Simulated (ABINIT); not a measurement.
# Cu (P1) in ABINIT: single point with LDA

Aim: the single point of Cu with LDA.

Everything below comes from runs of ABINIT 10.8.3 (patched build). Logs are shortened: lines on timing, memory, paths and dates and some standing lists are left out, and cuts for length are marked. The log counts tension as positive stress, the text compression.

## Step 1: The cell of the first run

The typed cell holds 3 atoms: a = 3.932 Å, b = 3.932 Å, c = 3.932 Å, α = 60.00°, β = 60.00°, γ = 60.00°.

The cell was built by a generator and needn't be a form met in nature.

## Step 2: Single point, LDA (atoms moved at random)

run.abi

```
# Pseudopotentials
pp_dirpath "./"
pseudos "Cu.hgh"

# Structure
acell 3*1.0 Angstrom
rprim
     0.0000000000     2.7805500000     2.7805500000
     2.7805500000     0.0000000000     2.7805500000
     2.7805500000     2.7805500000     0.0000000000
ntypat 1
znucl 29
natom 3
typat 1 1 1
xred
     0.2474010000     0.2494360000     0.2526620000
     0.7451490000     0.7569060000     0.7498410000
     0.4939310000     0.5005870000     0.5023040000
chkprim 0
chksymtnons 0
tolsym 1.0e-6

# Plane-wave basis
ecut 380.959407 eV

# k points
kptopt 1
ngkpt 6 6 6
nshiftk 1
shiftk 0.0 0.0 0.0

# Exchange and correlation
ixc 7

# Bands and occupations
nband 6
occopt 3
tsmear 0.05 eV

# SCF cycle
nstep 100
tolvrs 1.0e-10

# Output
iomode 3
prtwf 0
prteig 0
prtebands 0
enunit 2
prtden 1
prtvha 1
prtvclmb 1
prtpot 1
prtelf 1
```

Potentials or basis: HGH LDA.

Command:

```bash
> abinit run.abi > log 2>&1
```

run.abo:

```text
.Version 10.8.3 of ABINIT
 Symmetries : space group P1 (#  1); Bravais aP (primitive triclinic)
================================================================================
 Values of the parameters that define the memory need of the present run
     intxc =       0    ionmov =       0      iscf =       7    lmnmax =       6
     lnmax =       6     mgfft =      27  mpssoang =       3    mqgrid =    3001
     natom =       3  nloc_mem =       1    nspden =       1   nspinor =       1
    nsppol =       1      nsym =       1    n1xccc =       0    ntypat =       1
    occopt =       3   xclevel =       1
       mpw =         745          nfft =       19683          nkpt =         112
================================================================================
================================================================================

--------------------------------------------------------------------------------
------------- Echo of variables that govern the present computation ------------
--------------------------------------------------------------------------------
 -outvars: echo values of preprocessed input variables --------
            acell      1.8897261259E+00  1.8897261259E+00  1.8897261259E+00 Bohr
              amu      6.35460000E+01
          chkprim           0
      chksymtnons           0
             ecut      1.40000000E+01 Hartree
           enunit           2
                       outvar_i_n : Printing only first  50 k-points.
              ixc           7
                       outvar_i_n : Printing only first  50 k-points.
         kptrlatt        6    0    0      0    6    0      0    0    6
          kptrlen      4.45857241E+01
            natom           3
            nband           6
            ngfft          27      27      27
             nkpt         112
            nstep         100
             nsym           1
           ntypat           1
                       prtocc : prtvol=0, do not print more k-points.
           occopt           3
        prtebands           0
           prteig           0
           prtelf           1
           prtpot           1
         prtvclmb           1
           prtvha           1
            prtwf           0
            rprim      0.0000000000E+00  2.7805500000E+00  2.7805500000E+00
                       2.7805500000E+00  0.0000000000E+00  2.7805500000E+00
                       2.7805500000E+00  2.7805500000E+00  0.0000000000E+00
          spgroup           1
           tolsym      1.00000000E-06
           tolvrs      1.00000000E-10
           tsmear      1.83746611E-03 Hartree
            typat      1  1  1
                       outvars : Printing only first  50 k-points.
           xangst      1.3961085939E+00  1.3904501747E+00  1.3814801204E+00
                       4.1895853708E+00  4.1568944445E+00  4.1765390302E+00
                       2.7885885700E+00  2.7700812293E+00  2.7653070249E+00
            xcart      2.6382628845E+00  2.6275700218E+00  2.6106190758E+00
                       7.9171689320E+00  7.8553920344E+00  7.8925149213E+00
                       5.2696686752E+00  5.2346948698E+00  5.2256729311E+00
             xred      2.4740100000E-01  2.4943600000E-01  2.5266200000E-01
                       7.4514900000E-01  7.5690600000E-01  7.4984100000E-01
                       4.9393100000E-01  5.0058700000E-01  5.0230400000E-01
            znucl       29.00000

================================================================================

 chkinp: Checking input parameters for consistency.

================================================================================
== DATASET  1 ==================================================================

--- !DatasetInfo
iteration_state: {dtset: 1, }
dimensions: {natom: 3, nkpt: 112, mband: 6, nsppol: 1, nspinor: 1, nspden: 1, mpw: 745, }
cutoff_energies: {ecut:  14.0, pawecutdg:  -1.0, }
electrons: {nelect:   3.00000000E+00, charge:   0.00000000E+00, occopt:   3.00000000E+00, tsmear:   1.83746611E-03, }
meta: {optdriver: 0, ionmov: 0, optcell: 0, iscf: 7, paral_kgb: 0, }
...

 Exchange-correlation functional for the present dataset will be:
  LDA: Perdew-Wang 92 LSD fit to Ceperley-Alder data - ixc=7
  J.P.Perdew and Y.Wang, PRB 45, 13244 (1992)

 Real(R)+Recip(G) space primitive vectors, cartesian coordinates (Bohr,Bohr^-1):
 R(1)=  0.0000000  5.2544780  5.2544780  G(1)= -0.0951569  0.0951569  0.0951569
 R(2)=  5.2544780  0.0000000  5.2544780  G(2)=  0.0951569 -0.0951569  0.0951569
 R(3)=  5.2544780  5.2544780  0.0000000  G(3)=  0.0951569  0.0951569 -0.0951569
 Unit cell volume ucvol=  2.9014743E+02 bohr^3
 Angles (23,13,12)=  6.00000000E+01  6.00000000E+01  6.00000000E+01 degrees

 getcut: wavevector=  0.0000  0.0000  0.0000  ngfft=  27  27  27
         ecut(hartree)=     14.000   => boxcut(ratio)=   2.08037

--- Pseudopotential description ------------------------------------------------
- pspini: atom type   1  psp file is ./Cu.hgh
    3    1    2    0      2001   0.00000      pspcod,pspxc,lmax,lloc,mmax,r2well

 pspatm : COMMENT -
  the projectors are not normalized,
  so that the KB energies are not consistent with
  definition in PRB44, 8503 (1991).
  However, this does not influence the results obtained hereafter.

   1.90229718E+01                                ecore*ucvol(ha*bohr**3)
--------------------------------------------------------------------------------

================================================================================

--- !BeginCycle
iteration_state: {dtset: 1, }
solver: {iscf: 7, nstep: 100, nline: 4, wfoptalg: 0, }
tolerances: {tolvrs: 1.00E-10, }
...

     iter   Etot(hartree)      deltaE(h)  residm     vres2
 ETOT  1  -1.4232448923285    -1.423E+00 9.481E-03 7.623E+00
 ETOT  2  -1.4246500083027    -1.405E-03 1.923E-04 3.924E-01
 ETOT  3  -1.4246649114576    -1.490E-05 2.097E-05 8.197E-03
 ETOT  4  -1.4246659160958    -1.005E-06 3.200E-05 3.409E-04
 ETOT  5  -1.4246659664858    -5.039E-08 4.315E-06 6.474E-06
 ETOT  6  -1.4246659672576    -7.718E-10 8.353E-06 3.028E-08
 ETOT  7  -1.4246659672599    -2.335E-12 2.364E-06 9.699E-10
 ETOT  8  -1.4246659672600    -1.266E-13 2.080E-06 2.233E-11

 At SCF step    8       vres2   =  2.23E-11 < tolvrs=  1.00E-10 =>converged.

 Compute ELF
--------------------------------------------------------------------------------

 Compute kinetic energy density

 Compute gradient of the electron density
 Electron Localization Function (ELF) [min:0;max:1]
)     Maximum=    7.7326E-01  at reduced coord.    0.5926    0.1481    0.6296
)     Minimum=    0.0000E+00  at reduced coord.    0.2593    0.2222    0.2593
   Integrated=    1.4142E+02

--------------------------------------------------------------------------------
 End of ELF section

 Cartesian components of stress tensor (hartree/bohr^3)
  sigma(1 1)=  1.64671412E-03  sigma(3 2)= -1.71864477E-06
  sigma(2 2)=  1.64670368E-03  sigma(3 1)=  1.77792870E-06
  sigma(3 3)=  1.64675779E-03  sigma(2 1)= -1.91946033E-06

--- !ResultsGS
iteration_state: {dtset: 1, }
comment   : Summary of ground state results
lattice_vectors:
- [  0.0000000,   5.2544780,   5.2544780, ]
- [  5.2544780,   0.0000000,   5.2544780, ]
- [  5.2544780,   5.2544780,   0.0000000, ]
lattice_lengths: [   7.43095,    7.43095,    7.43095, ]
lattice_angles: [ 60.000,  60.000,  60.000, ] # degrees, (23, 13, 12)
lattice_volume:   2.9014743E+02
convergence: {deltae: -1.266E-13, res2:  2.233E-11, residm:  2.080E-06, diffor: null, }
etotal    :  -1.42466597E+00
entropy   :   0.00000000E+00
fermie    :  -1.56614359E-01
cartesian_stress_tensor: # hartree/bohr^3
- [  1.64671412E-03,  -1.91946033E-06,   1.77792870E-06, ]
- [ -1.91946033E-06,   1.64670368E-03,  -1.71864477E-06, ]
- [  1.77792870E-06,  -1.71864477E-06,   1.64675779E-03, ]
pressure_GPa:  -4.8448E+01
xred      :
- [  2.4740E-01,   2.4944E-01,   2.5266E-01, Cu]
- [  7.4515E-01,   7.5691E-01,   7.4984E-01, Cu]
- [  4.9393E-01,   5.0059E-01,   5.0230E-01, Cu]
cartesian_forces: # hartree/bohr
- [ -3.03010186E-04,   1.47125391E-04,  -5.29841236E-04, ]
- [  1.07375491E-04,  -2.89209731E-04,  -7.10478035E-05, ]
- [  1.95634695E-04,   1.42084340E-04,   6.00889039E-04, ]
force_length_stats: {min:   3.16574723E-04, max:   6.47710222E-04, mean:   5.30710896E-04, }
...

 Integrated electronic density in atomic spheres:
 ------------------------------------------------
 Atom  Sphere_radius  Integrated_density
    1        2.00000          0.30604387
    2        2.00000          0.30251061
    3        2.00000          0.38006002
================================================================================

 ----iterations are completed or convergence reached----

 Mean square residual over all n,k,spin=   16.721E-09; max=  20.804E-07
 reduced coordinates (array xred) for    3 atoms
       0.247401000000      0.249436000000      0.252662000000
       0.745149000000      0.756906000000      0.749841000000
       0.493931000000      0.500587000000      0.502304000000
 rms dE/dt=  2.6730E-03; max dE/dt=  4.3762E-03; dE/dt below (all hartree)
    1       0.002010987654      0.004376196845      0.000819096487
    2       0.001892980961     -0.000190885649      0.000955447273
    3      -0.003903921584     -0.004185319035     -0.001774533967

 cartesian coordinates (angstrom) at end:
    1      1.39610859390000     1.39045017465000     1.38148012035000
    2      4.18958537085000     4.15689444450000     4.17653903025000
    3      2.78858857005000     2.77008122925000     2.76530702490000

 cartesian forces (hartree/bohr) at end:
    1     -0.00030301018634     0.00014712539142    -0.00052984123589
    2      0.00010737549148    -0.00028920973130    -0.00007104780352
    3      0.00019563469485     0.00014208433988     0.00060088903941
 frms,max,avg= 3.1866752E-04 6.0088904E-04   1.430E-09 -2.051E-09 -9.325E-10 h/b

 cartesian forces (eV/Angstrom) at end:
    1     -0.01558141025839     0.00756549181007    -0.02724553180241
    2      0.00552146977213    -0.01487176232791    -0.00365342494912
    3      0.01005994048627     0.00730627051784     0.03089895675153
 frms,max,avg= 1.6386543E-02 3.0898957E-02   7.352E-08 -1.055E-07 -4.795E-08 e/A
 length scales=  1.889726125908  1.889726125908  1.889726125908 bohr
              =  1.000000000000  1.000000000000  1.000000000000 angstroms
 Fermi (or HOMO) energy (hartree) =  -0.15661   Average Vxc (hartree)=  -0.25410
 Eigenvalues (hartree) for nkpt= 112  k points:
 kpt#   1, nband=  6, wtk=  0.00463, kpt=  0.0000  0.0000  0.0000 (reduced coord)
  -0.37064    0.16082    0.16085    0.16090    0.17509    0.17686
      occupation numbers for kpt#   1
   2.00000    0.00000    0.00000    0.00000    0.00000    0.00000
 prteigrs : prtvol=0 or 1, do not print more k-points.

 Fermi (or HOMO) energy (eV) =  -4.26169   Average Vxc (eV)=  -6.91454
 Eigenvalues (   eV  ) for nkpt= 112  k points:
 kpt#   1, nband=  6, wtk=  0.00463, kpt=  0.0000  0.0000  0.0000 (reduced coord)
 -10.08555    4.37611    4.37682    4.37843    4.76440    4.81247
 prteigrs : prtvol=0 or 1, do not print more k-points.

--- !EnergyTerms
iteration_state     : {dtset: 1, }
comment             : Components of total free energy in Hartree
kinetic             :  5.79676041342583E-01
hartree             :  1.11886645708411E-02
xc                  : -6.11387099366257E-01
Ewald energy        : -9.10703599633829E-01
psp_core            :  6.55631241980562E-02
local_psp           :  2.92118225615175E-02
non_local_psp       : -5.88063644027587E-01
internal            : -1.42451469035468E+00
'-kT*entropy'       : -1.51276905360860E-04
total_energy        : -1.42466596726004E+00
total_energy_eV     : -3.87671359066170E+01
band_energy         : -7.52317562181646E-01
...

 Cartesian components of stress tensor (hartree/bohr^3)
  sigma(1 1)=  1.64671412E-03  sigma(3 2)= -1.71864477E-06
  sigma(2 2)=  1.64670368E-03  sigma(3 1)=  1.77792870E-06
  sigma(3 3)=  1.64675779E-03  sigma(2 1)= -1.91946033E-06

-Cartesian components of stress tensor (GPa)         [Pressure= -4.8448E+01 GPa]
- sigma(1 1)=  4.84480021E+01  sigma(3 2)= -5.05642749E-02
- sigma(2 2)=  4.84476950E+01  sigma(3 1)=  5.23084684E-02
- sigma(3 3)=  4.84492869E+01  sigma(2 1)= -5.64724725E-02

== END DATASET(S) ==============================================================
================================================================================

 -outvars: echo values of variables after computation  --------
            acell      1.8897261259E+00  1.8897261259E+00  1.8897261259E+00 Bohr
           etotal     -1.4246659673E+00
            fcart     -3.0301018634E-04  1.4712539142E-04 -5.2984123589E-04
                       1.0737549148E-04 -2.8920973130E-04 -7.1047803520E-05
                       1.9563469485E-04  1.4208433988E-04  6.0088903941E-04
            rprim      0.0000000000E+00  2.7805500000E+00  2.7805500000E+00
                       2.7805500000E+00  0.0000000000E+00  2.7805500000E+00
                       2.7805500000E+00  2.7805500000E+00  0.0000000000E+00
           strten      1.6467141212E-03  1.6467036826E-03  1.6467577911E-03
                      -1.7186447713E-06  1.7779287031E-06 -1.9194603276E-06
           xangst      1.3961085939E+00  1.3904501747E+00  1.3814801204E+00
                       4.1895853708E+00  4.1568944445E+00  4.1765390302E+00
                       2.7885885700E+00  2.7700812293E+00  2.7653070249E+00
             xred      2.4740100000E-01  2.4943600000E-01  2.5266200000E-01
                       7.4514900000E-01  7.5690600000E-01  7.4984100000E-01
                       4.9393100000E-01  5.0058700000E-01  5.0230400000E-01
 Calculation completed.
```

It took 14 s on 1 thread of Intel Xeon Platinum 8488C (Sapphire Rapids), shared host; peak memory 0.06 GiB.

Results:

| Item | Value |
| --- | --- |
| Free energy | -38.7671 eV |
| Pressure | -48.4 GPa |
| Largest force | 0.033 eV/Å |
| Band gap on the k mesh | none (metal or under the smearing width) |
| Valence electrons inside the program's atomic spheres | Cu 0.31, 0.30, 0.38 (radii [1.0584] Å) |

Forces on the atoms (eV/Å):
```
Cu  -0.016  0.008 -0.027
Cu   0.006 -0.015 -0.004
Cu   0.010  0.007  0.031
```

Stress tensor (GPa, compression positive):
```
-48.45   0.06  -0.05
  0.06 -48.45   0.05
 -0.05   0.05 -48.45
```

Caveat: the cell as given lies far from equilibrium; HGH potentials are hard and often keep d shells in the core, so these values are rough.
